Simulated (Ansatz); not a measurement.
# CH3SbSi (SMILES [SiH]#[C][SbH2]): single points off equilibrium

A test off equilibrium: a structure displaced at random from a GFN2-xTB minimum is computed at several levels, and each is set against CCSD(T).

Program: Ansatz 0.2.0, Gaussian basis. Level of theory: single points in def2-TZVPP. These are calculated values, not measurements.

Correlated methods freeze the cores. Filled d shells of the heavier atoms are correlated. Core potentials replace the inner electrons past krypton, and spin-orbit coupling is left out.

## 1. The system as given

SMILES `[SiH]#[C][SbH2]`, 6 atoms, charge 0, spin multiplicity 1.

Atoms are counted from 1 here; the program's logs count them from 0.

Bond lengths: Si1–C2 1.783 Å, Si1–H4 1.559 Å, C2–Sb3 2.337 Å, Sb3–H5 1.919 Å, Sb3–H6 1.881 Å. Angles: C2–Si1–H4 176.2°, Si1–C2–Sb3 95.9°, C2–Sb3–H5 97.0°, C2–Sb3–H6 99.5°, H5–Sb3–H6 88.4°.

Coordinates:

```
Si   -1.1150   -0.8365   -0.3197
C    -1.5065    0.7341    0.4275
Sb    0.7052    1.4598    0.6383
H    -0.7462   -2.2439   -0.8796
H     1.2815    0.9674   -1.1246
H     1.4922   -0.1244    1.2793
```

## 2. CCSD(T)/def2-TZVPP

Contents of run/in.yaml:

```yaml
crystal:
  periodic: [false, false, false]
  atoms:
    - {symbol: Si, position_ang: [-1.115000, -0.836500, -0.319700]}
    - {symbol: C, position_ang: [-1.506500, 0.734100, 0.427500]}
    - {symbol: Sb, position_ang: [0.705200, 1.459800, 0.638300]}
    - {symbol: H, position_ang: [-0.746200, -2.243900, -0.879600]}
    - {symbol: H, position_ang: [1.281500, 0.967400, -1.124600]}
    - {symbol: H, position_ang: [1.492200, -0.124400, 1.279300]}
basis:
  gaussian: {orbitals: def2-TZVPP}
correlation: {method: ccsd_t}
output: {forces: true}
```

The command line of these runs was not kept.

## 3. PBE0-D4/def2-TZVPP

run/in.yaml, as its differences from that of step 2:

```diff
@@ -11,3 +11,3 @@
   gaussian: {orbitals: def2-TZVPP}
-correlation: {method: ccsd_t}
-output: {forces: true}
+hamiltonian: {xc: pbe0, dispersion: d4}
+output: {forces: true, orbitals: {seedname: orbitals}}
```

## 4. wB97M-V/def2-TZVPP

run/in.yaml, as its differences from that of step 3:

```diff
@@ -11,3 +11,3 @@
   gaussian: {orbitals: def2-TZVPP}
-hamiltonian: {xc: pbe0, dispersion: d4}
-output: {forces: true, orbitals: {seedname: orbitals}}
+hamiltonian: {xc: {name: wB97M-V}}
+output: {forces: true}
```

## 5. r2SCAN-D4/def2-TZVPP

run/in.yaml, as its differences from that of step 4:

```diff
@@ -11,3 +11,3 @@
   gaussian: {orbitals: def2-TZVPP}
-hamiltonian: {xc: {name: wB97M-V}}
+hamiltonian: {xc: r2scan, dispersion: d4}
 output: {forces: true}
```

## 6. PBE-D4/def2-TZVPP

run/in.yaml, as its differences from that of step 5:

```diff
@@ -11,3 +11,3 @@
   gaussian: {orbitals: def2-TZVPP}
-hamiltonian: {xc: r2scan, dispersion: d4}
+hamiltonian: {xc: pbe, dispersion: d4}
 output: {forces: true}
```

## 7. CAM-B3LYP-D4/def2-TZVPP

run/in.yaml, as its differences from that of step 6:

```diff
@@ -11,3 +11,3 @@
   gaussian: {orbitals: def2-TZVPP}
-hamiltonian: {xc: pbe, dispersion: d4}
+hamiltonian: {xc: {name: CAM-B3LYP}, dispersion: d4}
 output: {forces: true}
```

## 8. BHLYP-D4/def2-TZVPP

run/in.yaml, as its differences from that of step 7:

```diff
@@ -11,3 +11,3 @@
   gaussian: {orbitals: def2-TZVPP}
-hamiltonian: {xc: {name: CAM-B3LYP}, dispersion: d4}
+hamiltonian: {xc: {name: BHLYP}, dispersion: d4}
 output: {forces: true}
```

(Steps that only read results are left out.)

What does the calculation give? Wanted: energy less free atoms, CCSD(T)/def2-TZVPP; RMS force component; RMS force error; HOMO and LUMO, PBE0-D4; T1 diagnostic.

**Answer**, as computed:

```
                                  quantity                                                                                                 value
energy less free atoms, CCSD(T)/def2-TZVPP                                                                                            -13.727 eV
                       RMS force component                                                                  0.992 to 1.350 eV/Å over the methods
                           RMS force error  PBE0-D4 0.247, wB97M-V 0.342, r2SCAN-D4 0.185, PBE-D4 0.186, CAM-B3LYP-D4 0.386, BHLYP-D4 0.392 eV/Å
                    HOMO and LUMO, PBE0-D4                                                                                    -6.33 and -2.55 eV
                             T1 diagnostic                                                                                                 0.025
```

In words: Against CCSD(T) the functionals' energies less atoms differ by -1.275 to +0.618 eV, PBE-D4 by -1.275 eV. A larger basis would deepen the CCSD(T) value, while the functionals are nearly converged already, so the order here is not reliable. On forces the order runs from r2SCAN-D4 to BHLYP-D4. Frozen-core CCSD(T) forces in triple zeta carry basis errors of their own, and this is one geometry, so small gaps rank nothing. The T1 diagnostic is large here, over the usual mark for main-group molecules (transition-metal compounds often pass it harmlessly), so CCSD(T) itself may be off. The restricted Hartree–Fock reference is unstable towards an unrestricted one at one or more of these structures.
